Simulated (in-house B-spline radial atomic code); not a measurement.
# La⁶⁺: excited configurations

How much energy does it take to promote electrons of La⁶⁺ to other shells? Each configuration is solved by itself and compared with the reference.

Program: in-house B-spline radial atomic code version 1. Level of theory: Dirac-Hartree-Fock, average of configuration, Fermi nucleus, basis-set limit. These are calculated values, not measurements, unless marked.

### Step 1. What is computed

- element: lanthanum (Z = 57)
- charge: +6
- electrons: 51
- configuration: [Kr] 4d10 5s2 5p3
- Hamiltonian: Dirac-Coulomb
- nucleus: Fermi, rms radius 4.855 fm

The outer shells:

[Kr] 4d10 5s2 5p3
```
[Kr] core
4d [↑↓][↑↓][↑↓][↑↓][↑↓]
5s [↑↓]
5p [↑ ][↑ ][↑ ]
```

The boxes draw the filling by Hund's rule, which heavy ions in jj coupling don't follow; these runs average over all states of the configuration.

Settings, as recorded:

```ini
Z = 57
electrons = 51.0
configuration = [Kr] 4d10 5s2 5p3
hamiltonian = dirac
method = hf
spin_polarised = False
nucleus = fermi
rms_radius = 4.855
mass_number = 139
atomic_mass = 138.906362927
speed_of_light = 137.035999084
```

The reference is known from an earlier run: -8485.546221 hartree in all. Up to eight levels, counted from the top:

```csv
orbital,occupation,energy (eV),<r> (bohr)
4s1/2,2,-371.35,0.6526
4p1/2,2,-309.96,0.6744
4p3/2,4,-292.15,0.6993
4d3/2,4,-189.64,0.7564
4d5/2,6,-186.51,0.7657
5s1/2,2,-108.97,1.482
5p1/2,1,-91.328,1.601
5p3/2,2,-88.088,1.652
```

### Step 2. Run with [Kr] 4d9 5s2 5p3 8s1

Settings, as recorded:

```ini
Z = 57
electrons = 51.0
configuration = [Kr] 4d9 5s2 5p3 8s1
hamiltonian = dirac
method = hf
spin_polarised = False
nucleus = fermi
rms_radius = 4.855
mass_number = 139
atomic_mass = 138.906362927
speed_of_light = 137.035999084
```

### Step 3. [Kr] 4d9 5s2 5p3 7f1

The settings differ from step 2 so:

```diff
@@ -2,3 +2,3 @@
 electrons = 51.0
-configuration = [Kr] 4d9 5s2 5p3 8s1
+configuration = [Kr] 4d9 5s2 5p3 7f1
 hamiltonian = dirac
```

### Step 4. Configuration [Ar] 3d10 4s2 4p5 4d10 5s2 5p3 7g1

The settings differ from step 3 so:

```diff
@@ -2,3 +2,3 @@
 electrons = 51.0
-configuration = [Kr] 4d9 5s2 5p3 7f1
+configuration = [Ar] 3d10 4s2 4p5 4d10 5s2 5p3 7g1
 hamiltonian = dirac
```

### Step 5. Configuration [Ar] 3d9 4s2 4p6 4d10 5s2 5p3 7s1

The settings differ from step 4 so:

```diff
@@ -2,3 +2,3 @@
 electrons = 51.0
-configuration = [Ar] 3d10 4s2 4p5 4d10 5s2 5p3 7g1
+configuration = [Ar] 3d9 4s2 4p6 4d10 5s2 5p3 7s1
 hamiltonian = dirac
```

### Step 6. Configuration [Kr] 4d10 5s1 5p3 6d1

The settings differ from step 5 so:

```diff
@@ -2,3 +2,3 @@
 electrons = 51.0
-configuration = [Ar] 3d9 4s2 4p6 4d10 5s2 5p3 7s1
+configuration = [Kr] 4d10 5s1 5p3 6d1
 hamiltonian = dirac
```

### Step 7. Run with [Kr] 4d10 5s2 5p2 8s1

The settings differ from step 6 so:

```diff
@@ -2,3 +2,3 @@
 electrons = 51.0
-configuration = [Kr] 4d10 5s1 5p3 6d1
+configuration = [Kr] 4d10 5s2 5p2 8s1
 hamiltonian = dirac
```

**Question.** How far above the reference does each configuration lie (order and size, in eV)?

**Answer**, as computed:

| net move | configuration | energy above the reference (eV) | with Breit, QED, recoil (eV) | largest <r> (bohr) |
| --- | --- | --- | --- | --- |
| 5p → 8s | [Kr] 4d10 5s2 5p2 8s1 | 67.872 | 67.832 | 6.87 |
| 5s → 6d | [Kr] 4d10 5s1 5p3 6d1 | 73.665 | 73.560 | 3.79 |
| 4d → 8s | [Kr] 4d9 5s2 5p3 8s1 | 163.53 | 163.55 | 6.81 |
| 4d → 7f | [Kr] 4d9 5s2 5p3 7f1 | 167.28 | 167.29 | 7.37 |
| 4p → 7g | [Ar] 3d10 4s2 4p5 4d10 5s2 5p3 7g1 | 280.63 | 280.33 | 8.77 |
| 3d → 7s | [Ar] 3d9 4s2 4p6 4d10 5s2 5p3 7s1 | 895.67 | 895.17 | 4.59 |

Quantum defects of the promoted electron, δ = n − ζ/√(−2ε) with ζ = 7 and ε its orbital energy in hartree:

| promotion | δ |
| --- | --- |
| 5p → 8s | 2.361 |
| 5s → 6d | 1.629 |
| 4d → 8s | 2.385 |
| 4d → 7f | 0.809 |
| 4p → 7g | 0.076 |
| 3d → 7s | 2.409 |

At the bottom stands 5p → 8s (67.872 eV), at the top 3d → 7s (895.67 eV). 4 of them lie more than 2 % above the ionisation threshold that Koopmans' theorem gives (88.088 eV), where such states can decay by emitting an electron. Of those tabulated, the defect is largest for 7s (2.41) and least for 7g (0.08): low angular momentum penetrates the core, high angular momentum stays outside it. Two partly filled shells share a symmetry and can mix in the average, which may lower the energy, for: 4p → 7g. These are averages over configurations, without correlation, not spectroscopic levels.
